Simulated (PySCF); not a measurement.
Crystal: COAlF2H3, in a box.

```
C O Al F H
1.0
    12.00000    0.00000    0.00000
     0.00000   14.00000    0.00000
     0.00000    0.00000   13.00000
C O Al F H
1 1 1 2 3
Cartesian
  5.5794 8.4586 7.3756
  5.3586 7.2416 6.7167
  6.0460 6.4016 5.4588
  5.4258 4.9552 5.0196
  7.3387 6.9767 4.6323
  6.4280 9.0121 6.9593
  5.7756 8.2736 8.4357
  4.6873 9.0868 7.2989
```

Base run:

- Program: PySCF 2.14.0
- Functional: PW91
- Dispersion: D4
- Potentials or basis: 6-31g* (all-electron)
- k mesh: 1 × 1 × 1
- Occupations: fixed
- Spin: no spin polarisation

Its results: gap between the frontier levels 5.17 eV.

Q: The run is repeated on the same cell with these changes: functional from PW91 to PBEsol. What comes out?

A: Gap between the frontier levels 5.26 eV.

Caveats: this is a molecule in a periodic box at the Γ point, so its band gap is the HOMO-LUMO gap; the basis of atomic orbitals isn't converged, which shifts pressures, moduli and gaps; the D4 parameters stored for this functional may belong to another (some runs).

A k mesh can miss the band edges.

Not every run made on this cell is shown here.
